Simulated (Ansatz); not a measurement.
# C2H3NSi: an energy map over bond length N1–H5 and angle H5–N1–H6

A grid of calculations on C2H3NSi, SMILES NC1=[Si]=C1, to see where the energy is lowest and how it rises around there.

Computed with Ansatz 0.2.0. Level: RHF/def2-TZVP.

## Step 1: Where the work starts

SMILES `NC1=[Si]=C1`, 7 atoms, charge 0, spin multiplicity 1.

Atoms are counted from 1 here; the program's logs count them from 0.

Bond lengths: N1–C2 1.339 Å, N1–H5 1.023 Å, N1–H6 1.020 Å, C2–Si3 1.872 Å, C2–C4 1.376 Å, Si3–C4 1.821 Å, C4–H7 1.102 Å. Angles: C2–N1–H5 122.1°, C2–N1–H6 120.9°, H5–N1–H6 117.1°, N1–C2–Si3 155.4°, N1–C2–C4 138.5°, Si3–C2–C4 66.2°, C2–Si3–C4 43.7°, C2–C4–Si3 70.1°, C2–C4–H7 136.0°, Si3–C4–H7 153.9°.

Geometry (Å):

```
N    -0.5818    1.0491   -0.0709
C     0.1044   -0.0262    0.3354
Si    1.0141   -1.0970    1.5731
C     0.5896   -1.1993   -0.1949
H    -0.9026    1.1555   -1.0365
H    -0.8064    1.8027    0.5783
H     0.5826   -1.6848   -1.1844
```

This geometry comes from a loose relaxation at PBE in a small basis, which is not shown.

## Step 3: The grid

The axes are (1) bond length N1–H5: 15 values from 0.833 to 1.289 Å; (2) angle H5–N1–H6: 15 values from 92.8 to 142.8 °.

Nothing else is relaxed (all other coordinates rigid). Energies count from the relaxed molecule at the same level.

(The set-up runs are not shown.)

## Step 4: Grid point bond length N1–H5 = 0.996 Å, angle H5–N1–H6 = 117.8°

Contents of input.yaml:

```yaml
crystal:
  periodic: [false, false, false]
  atoms:
    - { symbol: "N", position_ang: [-0.573483, 1.032426, -0.073903] }
    - { symbol: C, position_ang: [0.112503, -0.030258, 0.354886] }
    - { symbol: Si, position_ang: [1.00231, -1.091155, 1.53773] }
    - { symbol: C, position_ang: [0.581376, -1.177942, -0.183203] }
    - { symbol: H, position_ang: [-0.872643, 1.111538, -1.020613] }
    - { symbol: H, position_ang: [-0.800261, 1.77002, 0.54466] }
    - { symbol: H, position_ang: [0.548911, -1.614207, -1.163458] }
basis:
  gaussian: { orbitals: def2-TZVP }
hamiltonian:
  xc: hf
output:
  forces: true
```

On the command line:

```bash
ansatz run input.yaml --threads 1 --pin off --max-ram 2560MiB --backend cpu --events-out ev --progress --plain --runs-dir out
```

Further runs follow: all other points of the grid.

What does the calculation give? Wanted: lowest point; highest computed point; dipole moment.

The runs gave:

```
               quantity                                                                                                                                                  value
           lowest point                                                                                   bond length N1–H5 = 0.996 Å, angle H5–N1–H6 = 117.8°, 0.010 kcal/mol
 highest computed point                                                                   bond length N1–H5 = 1.289 Å, angle H5–N1–H6 = 142.8°, 45.2 kcal/mol above the lowest
      dipole moment (D)  2.56 at bond length N1–H5 = 1.289 Å, angle H5–N1–H6 = 142.8° to 2.95 at bond length N1–H5 = 1.224 Å, angle H5–N1–H6 = 92.8°; 2.78 at the lowest point
time for the whole task                                                                                                                        18 min on 1 thread, shared host
```

The lowest computed point is at bond length N1–H5 = 0.996 Å, angle H5–N1–H6 = 117.8°, 0.010 kcal/mol from the relaxed molecule at the same level. The grid is coarse, so the true minimum lies between grid points and may sit elsewhere than the lowest one. No other kind of well shows on this grid. The highest computed point, bond length N1–H5 = 1.289 Å, angle H5–N1–H6 = 142.8°, lies 45.2 kcal/mol above the lowest. Round the minimum the two coordinates are nearly uncoupled.
